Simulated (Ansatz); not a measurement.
I need a ladder of methods at one geometry of CH₆GeSeSi, SMILES [CH2]1[GeH2][SiH2][Se]1. Use the Python package of Ansatz (0.2.0). Level of theory (for the species named): PBE0, def2-SVP basis, multiplicity 1. The script varies functional: pbe0, cam_b3lyp, revpbe, lc_wpbe, r2scan0.

```xyz
10

C    -0.8277    0.8851   -0.6072
Ge   -0.4972   -0.9596   -0.2662
Si    1.2662   -0.1308    0.8369
Se    0.6505    1.9494    0.2628
H    -1.8552    1.2022   -0.2006
H    -0.8666    1.1397   -1.7125
H    -0.0702   -1.7238   -1.5470
H    -1.5030   -1.5842    0.6705
H     1.2136   -0.3481    2.3419
H     2.5727   -0.4813    0.2243
```

`methods_ch6gesesi.py`:
```python
"""One geometry of CH6GeSeSi, method by method."""

from pathlib import Path
import logging
import sys
import warnings

import ansatz as az
import numpy as np

logging.basicConfig(stream=sys.stdout, format="[%(levelname)s] %(message)s")
log = logging.getLogger("calc")
log.setLevel(logging.INFO)

GEOMETRY = """
C    -0.82770    0.88510   -0.60720
Ge   -0.49720   -0.95960   -0.26620
Si    1.26620   -0.13080    0.83690
Se    0.65050    1.94940    0.26280
H    -1.85520    1.20220   -0.20060
H    -0.86660    1.13970   -1.71250
H    -0.07020   -1.72380   -1.54700
H    -1.50300   -1.58420    0.67050
H     1.21360   -0.34810    2.34190
H     2.57270   -0.48130    0.22430
"""

warnings.simplefilter("ignore", az.DeckWarning)

ch6gesesi = az.Crystal.molecule()
for line in GEOMETRY.strip().splitlines():
    symbol, *xyz = line.split()
    ch6gesesi = ch6gesesi.atom(symbol, [float(v) for v in xyz])

calculation = (
    ch6gesesi.calculation()
    .basis(gaussian="def2-SVP")
    .accuracy("high")  # preset for grids and thresholds
)

log.info("functional    E (Ha)        dipole (D)   HOMO (eV)  LUMO (eV)")
for name in ["pbe0", "cam_b3lyp", "revpbe", "lc_wpbe", "r2scan0"]:
    summary = calculation.functional(name).forces().orbitals().run(threads=1, pin="off", runs_dir="runs").report
    lines = Path(summary["orbitals_path"]).read_text().splitlines()
    field_of = lambda key: [line.split("=")[1].strip() for line in lines if line.startswith(key)]
    orbitals = [(27.211386 * float(e), s, float(n)) for e, s, n in zip(field_of("Ene="), field_of("Spin="), field_of("Occup="))]
    homo = max(e for e, _, n in orbitals if n > 0.5)
    lumo = min(e for e, _, n in orbitals if n < 0.5)
    dipole = 4.803205 * np.linalg.norm(summary["charge_distribution"]["dipole_moment_e_ang"])
    log.info(f"{name:10s} {summary['free_energy_ev'] / 27.211386246:14.6f} {dipole:9.3f} {homo:11.3f} {lumo:10.3f}")
```

```console
$ python methods_ch6gesesi.py
[INFO] functional    E (Ha)        dipole (D)   HOMO (eV)  LUMO (eV)
[INFO] pbe0         -4808.361989     1.724      -6.515     -0.735
[INFO] cam_b3lyp    -4809.288587     1.688      -7.713      0.400
[INFO] revpbe       -4808.643429     1.563      -5.335     -1.499
[INFO] lc_wpbe      -4808.358834     1.832      -9.127      1.507
[INFO] r2scan0      -4808.981954     1.813      -6.697     -0.670
```

The settings weren't tested for convergence. The geometry is a force-field or estimated start, not a minimum of this method, and the basis set is short of its limit. A lower total doesn't mark the better method: functionals have no common bound, and MP2 and coupled cluster aren't variational. Levels such as HOMO and LUMO are orbital energies: with these approximate functionals they aren't the ionisation energy and electron affinity, and their gap isn't the fundamental gap. Run time: 2 min on 1 thread of Arm Neoverse V2, on a shared host, peak memory 0.79 GiB.

(Lines on the test bed's own set-up are left out of the output.)
